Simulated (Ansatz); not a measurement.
# Ba2Tl5V3O12 (C2) in Ansatz: convergence with k mesh

Aim: find how far k mesh must go before the results for Ba2Tl5V3O12 settle, at PBE. This setting moves, with any that are tied to it; all else stays.

Everything below comes from runs of Ansatz 0.2.0. Logs are shortened: lines on timing, memory, paths and dates and some standing lists are left out, and cuts for length are marked.

## (1) The structure

It takes space group C2 (No. 5, monoclinic). The conventional cell has a = 12.980 Å, b = 13.354 Å, c = 6.079 Å, α = 90.00°, β = 109.30°, γ = 90.00°. Ba (site symmetry 2) has 6 O at 2.58 to 2.76 Å as nearest neighbours. Around Ba (site symmetry 2) lie 8 O at 2.76 to 3.03 Å. V (site symmetry 1) has 4 O at 1.72 to 1.75 Å as nearest neighbours. Around V (site symmetry 2) lie 4 O at 1.71 to 1.76 Å. Tl (site symmetry 1) is surrounded by 3 O at 2.57 to 2.74 Å. Tl (site symmetry 2) is surrounded by 4 O at 2.66 to 2.69 Å. Tl (site symmetry 1) has 3 O at 2.55 to 2.75 Å as nearest neighbours. O (site symmetry 1) has 1 V at 1.75 Å as nearest neighbours.

The cell was built by a generator and needn't be a form met in nature.

## (2) With k mesh 1 × 1 × 2

File input.yaml:

```yaml
crystal:
  lattice:
    - [6.48991, -6.67692, -0.04765]
    - [6.48991, 6.67692, -0.04765]
    - [-1.96739, 0.0, 5.7522]
  atoms:
    - { symbol: Ba, position: [0.47917, 0.52083, 0.0] }
    - { symbol: Ba, position: [0.79264, 0.20736, 0.0] }
    - { symbol: V, position: [0.65694, 0.94605, 0.25735], spin: 2.0 }
    - { symbol: V, position: [0.05395, 0.34306, 0.74265], spin: 2.0 }
    - { symbol: V, position: [0.57442, 0.42558, 0.5], spin: 2.0 }
    - { symbol: Tl, position: [0.49835, 0.85629, 0.63726] }
    - { symbol: Tl, position: [0.14371, 0.50165, 0.36274] }
    - { symbol: Tl, position: [0.01508, 0.98492, 0.5] }
    - { symbol: Tl, position: [0.30964, 0.12677, 0.21892] }
    - { symbol: Tl, position: [0.87323, 0.69036, 0.78108] }
    - { symbol: O, position: [0.0039, 0.26325, 0.44275] }
    - { symbol: O, position: [0.59719, 0.60676, 0.67706] }
    - { symbol: O, position: [0.91333, 0.4282, 0.84635] }
    - { symbol: O, position: [0.52536, 0.79943, 0.20594] }
    - { symbol: O, position: [0.68766, 0.41628, 0.31356] }
    - { symbol: O, position: [0.09251, 0.20316, 0.88601] }
    - { symbol: O, position: [0.58372, 0.31234, 0.68644] }
    - { symbol: O, position: [0.79684, 0.90749, 0.11399] }
    - { symbol: O, position: [0.5718, 0.08667, 0.15365] }
    - { symbol: O, position: [0.20057, 0.47464, 0.79406] }
    - { symbol: O, position: [0.73675, 0.9961, 0.55725] }
    - { symbol: O, position: [0.39324, 0.40281, 0.32294] }
hamiltonian:
  xc: pbe
  pseudopotentials: { kind: paw }
magnetization:
  spin_polarized: true
kpoints:
  mp_grid: { grid: [1, 1, 2] }
scf:
  occupations: { method: fermi_dirac, width: 0.05 }
output:
  forces: true
  stress: true
  eigenvalues: true
```

Potentials or basis: Ansatz PAW.

Started as:

```console
$ ansatz run input.yaml --threads 8 --pin off --max-ram 20480MiB --backend cpu --events-out ev --progress --plain --runs-dir out
```

Standard output:

```text
Warning: RAYON_NUM_THREADS=8 ignored (pool sized by the plan → 8); use --threads N
[... 111 lines left out ...]
  k-point 0 ↓: bands = ["-59.5318", "-59.3975", "-59.3974", "-33.5125", "-33.4782", "-33.4530", "-33.3889", "-33.3889", "-33.3446", "-33.3446", "-33.3103", "-33.3102", "-20.9140", "-20.8883", "-12.4283", "-12.2789", "-12.2229", "-12.2069", "-11.9028", "-11.8399", "-11.7946", "-11.7595", "-11.7198", "-11.7174", "-11.6485", "-11.5362", "-6.2461", "-6.1272", "-6.1200", "-6.0699", "-6.0544", "-5.9827", "-5.5000", "-5.4910", "-5.4899", "-5.4581", "-5.4544", "-5.4540", "-5.4232", "-5.4095", "-5.4042", "-5.3938", "-5.3823", "-5.3586", "-5.3516", "-5.3388", "-5.3297", "-5.3288", "-5.3100", "-5.3068", "-5.2770", "-5.2677", "-5.2567", "-5.2451", "-5.2443", "-5.2239", "-5.2129", "-0.7971", "-0.5041", "-0.4097", "-0.2967", "-0.1089", "0.8806", "1.0674", "1.1591", "1.1787", "1.2578", "1.2812", "1.3085", "1.4071", "1.4411", "1.4578", "1.5379", "1.6359", "1.7344", "1.9492", "1.9756", "2.0871", "2.2144", "2.2675", "2.3770", "2.4040", "2.5739", "2.6835", "2.6855", "2.7889", "2.9334", "2.9830", "3.0792", "3.2194", "3.3569", "3.3772", "3.3899", "3.5057", "3.6242", "3.7288", "3.8511", "3.8720", "6.8228", "7.4394", "7.5976", "7.6075", "7.7257", "7.7854", "7.7956", "8.0324", "8.2005", "8.2894", "8.5966", "8.6117", "8.8266", "8.8786", "8.9723", "9.0315", "9.0624", "9.2629", "9.3894", "9.4637", "9.7168", "9.7332", "9.7709", "9.9228", "10.0551"]
  k-point 1 ↓: bands = ["-59.5318", "-59.3975", "-59.3974", "-33.5126", "-33.4782", "-33.4530", "-33.3889", "-33.3889", "-33.3446", "-33.3446", "-33.3103", "-33.3103", "-20.9111", "-20.8876", "-12.5308", "-12.2601", "-12.1836", "-12.1639", "-11.8531", "-11.8372", "-11.7845", "-11.7788", "-11.7663", "-11.6994", "-11.6592", "-11.5525", "-6.1857", "-6.1222", "-6.1200", "-6.0724", "-6.0666", "-5.9938", "-5.4934", "-5.4919", "-5.4862", "-5.4667", "-5.4587", "-5.4451", "-5.4216", "-5.4135", "-5.4066", "-5.4010", "-5.3978", "-5.3560", "-5.3414", "-5.3366", "-5.3350", "-5.3261", "-5.3220", "-5.3087", "-5.2903", "-5.2683", "-5.2650", "-5.2515", "-5.2265", "-5.2140", "-5.2128", "-0.7870", "-0.6326", "-0.6270", "-0.2696", "-0.1606", "1.0099", "1.0511", "1.1325", "1.1874", "1.2622", "1.2848", "1.3031", "1.3618", "1.3911", "1.5024", "1.5720", "1.6559", "1.8304", "2.0395", "2.0565", "2.0709", "2.1718", "2.2174", "2.3637", "2.3821", "2.4952", "2.6180", "2.8430", "2.9934", "3.0169", "3.0806", "3.2092", "3.2900", "3.3308", "3.3968", "3.4843", "3.5666", "3.6824", "3.6898", "3.7832", "3.8616", "7.1339", "7.2912", "7.3750", "7.5102", "7.6555", "7.7677", "7.7966", "7.9320", "8.0108", "8.1273", "8.3348", "8.4406", "8.6554", "8.7541", "8.8715", "8.8837", "9.0273", "9.1787", "9.3075", "9.4105", "9.4901", "9.5463", "9.5880", "10.0642", "10.1521"]
```

Run time: 5.3 s. Hardware: 8 threads of Arm Neoverse V2, shared host; peak memory 1.4 GiB.

What came out:

- Free energy: -84681.3075 eV
- Pressure: 0.1 GPa
- Largest force: 0.114 eV/Å
- Band gap on the k mesh: 2.95 eV, direct
- Net moment: 0.00 μB per cell
- Absolute moment: 0.00 μB per cell

## (3) With k mesh 2 × 2 × 2

input.yaml: that of step 2 with these lines changed.

```diff
@@ -34,3 +34,3 @@
 kpoints:
-  mp_grid: { grid: [1, 1, 2] }
+  mp_grid: { grid: [2, 2, 2] }
 scf:
```

Potentials or basis: Ansatz PAW.

Started as:

```console
$ ansatz run input.yaml --threads 8 --pin off --max-ram 20480MiB --backend cpu --events-out ev --progress --plain --runs-dir out
```

Wall time 14 s (8 threads of Arm Neoverse V2, shared host); peak memory 2.4 GiB.

Results:

```yaml
Free_energy: -84681.4075 eV
Pressure: 0.0 GPa
Largest_force: 0.021 eV/Å
Band_gap_on_the_k_mesh: 2.91 eV, indirect (least direct gap 2.95 eV)
Net_moment: 0.00 μB per cell
Absolute_moment: 0.00 μB per cell
```

## (4) With k mesh 2 × 2 × 3

input.yaml: that of step 3 with these lines changed.

```diff
@@ -34,3 +34,3 @@
 kpoints:
-  mp_grid: { grid: [2, 2, 2] }
+  mp_grid: { grid: [2, 2, 3] }
 scf:
```

Started as:

```console
$ ansatz run input.yaml --threads 8 --pin off --max-ram 20480MiB --backend cpu --events-out ev --progress --plain --runs-dir out
```

Wall time 23 s (8 threads of Arm Neoverse V2, shared host); peak memory 2.4 GiB.

Results:

```
Free energy            : -84681.4271 eV
Pressure               : 0.0 GPa
Largest force          : 0.005 eV/Å
Band gap on the k mesh : 2.91 eV, indirect (least direct gap 2.95 eV)
Net moment             : 0.00 μB per cell
Absolute moment        : 0.00 μB per cell
```

## (5) With k mesh 2 × 2 × 4

input.yaml: that of step 4 with these lines changed.

```diff
@@ -34,3 +34,3 @@
 kpoints:
-  mp_grid: { grid: [2, 2, 3] }
+  mp_grid: { grid: [2, 2, 4] }
 scf:
```

Started as:

```console
$ ansatz run input.yaml --threads 8 --pin off --max-ram 20480MiB --backend cpu --events-out ev --progress --plain --runs-dir out
```

Run time: 29 s. Hardware: 8 threads of Arm Neoverse V2, shared host; peak memory 2.4 GiB.

What came out:

```
Free energy            : -84681.4260 eV
Pressure               : 0.0 GPa
Largest force          : 0.005 eV/Å
Band gap on the k mesh : 2.91 eV, indirect (least direct gap 2.95 eV)
Net moment             : 0.00 μB per cell
Absolute moment        : 0.00 μB per cell
```

## (6) With k mesh 3 × 3 × 4

input.yaml: that of step 5 with these lines changed.

```diff
@@ -34,3 +34,3 @@
 kpoints:
-  mp_grid: { grid: [2, 2, 4] }
+  mp_grid: { grid: [3, 3, 4] }
 scf:
```

Potentials or basis: Ansatz PAW.

Started as:

```console
$ ansatz run input.yaml --threads 8 --pin off --max-ram 20480MiB --backend cpu --events-out ev --progress --plain --runs-dir out
```

Wall time 63 s (8 threads of Arm Neoverse V2, shared host); peak memory 3 GiB.

Results (log left out):

| Quantity | Value |
| --- | --- |
| Free energy | -84681.4271 eV |
| Pressure | 0.0 GPa |
| Largest force | 0.005 eV/Å |
| Band gap on the k mesh | 2.89 eV, indirect (least direct gap 2.95 eV) |
| Net moment | 0.00 μB per cell |
| Absolute moment | 0.00 μB per cell |

## (7) With k mesh 4 × 4 × 5

input.yaml: that of step 6 with these lines changed.

```diff
@@ -34,3 +34,3 @@
 kpoints:
-  mp_grid: { grid: [3, 3, 4] }
+  mp_grid: { grid: [4, 4, 5] }
 scf:
```

Started as:

```console
$ ansatz run input.yaml --threads 8 --pin off --max-ram 20480MiB --backend cpu --events-out ev --progress --plain --runs-dir out
```

It took 2 min on 8 threads of Arm Neoverse V2, shared host; peak memory 3.8 GiB.

The run converged. Its results:

```
Free energy            : -84681.4269 eV
Pressure               : 0.0 GPa
Largest force          : 0.005 eV/Å
Band gap on the k mesh : 2.90 eV, indirect (least direct gap 2.95 eV)
Net moment             : 0.00 μB per cell
Absolute moment        : 0.00 μB per cell
```

## (8) With k mesh 4 × 4 × 7

input.yaml: that of step 7 with these lines changed.

```diff
@@ -34,3 +34,3 @@
 kpoints:
-  mp_grid: { grid: [4, 4, 5] }
+  mp_grid: { grid: [4, 4, 7] }
 scf:
```

Started as:

```console
$ ansatz run input.yaml --threads 8 --pin off --max-ram 20480MiB --backend cpu --events-out ev --progress --plain --runs-dir out
```

Run time: 2.9 min. Hardware: 8 threads of Arm Neoverse V2, shared host; peak memory 4.5 GiB.

Results (log left out):

- Free energy: -84681.4268 eV
- Pressure: 0.0 GPa
- Largest force: 0.005 eV/Å
- Band gap on the k mesh: 2.90 eV, indirect (least direct gap 2.95 eV)
- Net moment: 0.00 μB per cell
- Absolute moment: 0.00 μB per cell

## (9) With k mesh 5 × 5 × 8

input.yaml: that of step 8 with these lines changed.

```diff
@@ -34,3 +34,3 @@
 kpoints:
-  mp_grid: { grid: [4, 4, 7] }
+  mp_grid: { grid: [5, 5, 8] }
 scf:
```

Potentials or basis: Ansatz PAW.

Started as:

```console
$ ansatz run input.yaml --threads 8 --pin off --max-ram 20480MiB --backend cpu --events-out ev --progress --plain --runs-dir out
```

Wall time 4.5 min (8 threads of Arm Neoverse V2, shared host); peak memory 5.8 GiB.

The run converged. Its results:

```
Free energy            : -84681.4268 eV
Pressure               : 0.0 GPa
Largest force          : 0.005 eV/Å
Band gap on the k mesh : 2.89 eV, indirect (least direct gap 2.95 eV)
Net moment             : 0.00 μB per cell
Absolute moment        : 0.00 μB per cell
```

## (10) Summary

| k mesh | energy less the tightest run, at zero smearing (meV/atom) | pressure (GPa) | largest force (eV/Å) | gap on the mesh (eV) | SCF cycles | CPU time (s) | peak memory (GiB) |
| --- | --- | --- | --- | --- | --- | --- | --- |
| 1 × 1 × 2 | 5.42 | 0.12 | 0.114 | 2.951 | 17 | 38 | 1.4 |
| 2 × 2 × 2 | 0.88 | 0.02 | 0.021 | 2.906 | 17 | 100 | 2.4 |
| 2 × 2 × 3 | -0.01 | 0.01 | 0.005 | 2.907 | 17 | 170 | 2.4 |
| 2 × 2 × 4 | 0.04 | 0.01 | 0.005 | 2.907 | 17 | 220 | 2.4 |
| 3 × 3 × 4 | -0.01 | 0.01 | 0.005 | 2.892 | 17 | 490 | 3 |
| 4 × 4 × 5 | 0.00 | 0.01 | 0.005 | 2.903 | 17 | 960 | 3.8 |
| 4 × 4 × 7 | 0.00 | 0.01 | 0.005 | 2.899 | 17 | 1300 | 4.5 |
| 5 × 5 × 8 | 0.00 | 0.01 | 0.005 | 2.892 | 17 | 2100 | 5.8 |

Against the tightest run, the energy stays within 1 meV/atom from 2 × 2 × 2 on; the pressure stays within 0.1 GPa from 2 × 2 × 2 on; the largest force stays within 0.005 eV/Å from 2 × 2 × 3 on; the gap on the mesh stays within 0.01 eV from 4 × 4 × 7 on. Meshes of other sizes hit other points, so gaps and Fermi surfaces needn't settle smoothly. The tightest run that finished is the yardstick and may itself not be fully converged.

Caveats: odd divisions of the mesh miss points on the zone boundary, where band edges often lie, so the gap on the mesh can be too wide; spin-orbit coupling is left out, which as a rule narrows the gap of such compounds by several tenths of an eV; the starting moments weren't kept.
